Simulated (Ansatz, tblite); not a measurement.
ZnSe: GFN1-xTB, run from Python

These are simulated results from tblite 0.8.0, not measurements. The cell was built from a prototype and was relaxed with r2SCAN in plane waves (Ansatz 0.2.0). Not every such cell is a known phase. All runs are without spin polarisation.

It is cubic, F-43m (No. 216); conventional cell a = 5.665 Å, 22.72 Å³ an atom. Zn has 4 Se at 2.45 Å; Se has 4 Zn at 2.45 Å.

tblite solves periodic systems at the zone centre alone, so the script builds a cluster of 2×2×2 conventional cells (64 atoms), which folds in a coarse mesh of k points.

Input script:

```python
import json
from ase import Atoms
from ase.build import make_supercell
from ase.units import Bohr, GPa, Hartree
from tblite.interface import Calculator

atoms = Atoms(['Zn', 'Se'],
              cell=[[0.0, 2.832421, 2.832421], [2.832421, 0.0, 2.832421], [2.832421, 2.832421, 0.0]],
              scaled_positions=[[-0.0, 0.0, 0.0], [0.25, 0.25, 0.25]],
              pbc=True)
cluster = make_supercell(atoms, [[-2, 2, 2], [-2, -2, 2], [2, -2, 2]])
calc = Calculator('GFN1-xTB', cluster.numbers, cluster.positions / Bohr, lattice=cluster.cell[:] / Bohr, periodic=cluster.pbc)
calc.set('temperature', 0.02 / Hartree)
calc.set('max-iter', 150)
res = calc.singlepoint()
levels = res.get('orbital-energies') * Hartree
nv = round(res.get('orbital-occupations').sum() / 2)
cells = len(cluster) // len(atoms)
out = {'energy_per_cell': res.get('energy') * Hartree / cells, 'homo': levels[nv - 1], 'lumo': levels[nv],
       'stress': (-res.get('virial') * Hartree / cluster.get_volume() / GPa).tolist(), 'charges': res.get('charges')[:len(atoms)].tolist(), 'electrons': 2 * nv / cells}
json.dump(out, open('results.json', 'w'))
for key, value in out.items():
    print(key, value)
```

Command: `python run.py`. It took 2.5 s on 1 thread of Arm Neoverse V2, on a shared host, peak memory 0.12 GiB.

What it printed:

```
------------------------------------------------------------
  cycle        total energy    energy error   density error
------------------------------------------------------------
      1     -135.0684396034  -1.3473432E+02   6.2698617E-01
      2     -135.7224464652  -6.5400686E-01   3.0574619E-01
      3     -135.8248266765  -1.0238021E-01   1.9306293E-01
      4     -135.9822805748  -1.5745390E-01   1.6071844E-02
      5     -135.9852316713  -2.9510965E-03   1.5155901E-03
      6     -135.9852431089  -1.1437564E-05   9.5754875E-04
      7     -135.9852501694  -7.0605085E-06   4.7000554E-04
      8     -135.9852524623  -2.2928975E-06   1.2100271E-05
      9     -135.9852524636  -1.3054375E-09   2.0598860E-06
------------------------------------------------------------

 total:                                   1.956 sec
energy_per_cell -115.63584995023704
homo -10.281721656219263
lumo -10.281721656218265
stress [[6.080149161122362, -1.1468470280245088e-06, 1.1468474119378068e-06], [-1.1468470279448034e-06, 6.080149161124187, 1.1468515000849617e-06], [1.1468474120812887e-06, 1.146851499935506e-06, 6.080149161123025]]
charges [0.1424841648216375, -0.1424694790591783]
electrons 8.0
```

The cycle table is in hartree for the whole cluster, and the lines after it are in eV (the energy for one cell). The printed stress is in GPa and positive in compression, and the pressure is its mean diagonal.

GFN1-xTB gives no gap at the points read. On the same cell, plane-wave PBE (Ansatz, 8×8×8 k points and the special points) gives a gap of 1.29 eV and r2SCAN a gap of 1.87 eV; on shared hosts these took about 2.7 and 6.3 core-seconds on the 2-atom cell, against 2.5 for the script. Semilocal gaps usually lie below measured ones. This method closes a gap that PBE finds, a failure in kind.

The same script was run on cells scaled at fixed shape and fractional coordinates:

```
volume (Å³/atom)  energy (meV/atom)  pressure (GPa, positive in compression)  gap (eV)
           20.00              192.1                                    17.80      0.00
           21.36               71.4                                    10.97      0.00
           22.72                0.0                                     6.08      0.00
           24.09              -35.6                                     2.49      0.00
           25.45              -44.8                                    -0.20      0.00
```

A Birch-Murnaghan fit puts the minimum at 25.35 Å³/atom, 11.5 % above the given cell, with a bulk modulus of 43.2 GPa at fixed shape.

xTB was fitted mostly to molecules, and a small cluster samples few k points, so gaps, pressures and kinks along a curve can be far from a solid's.

The runs are scalar-relativistic, without spin-orbit coupling.
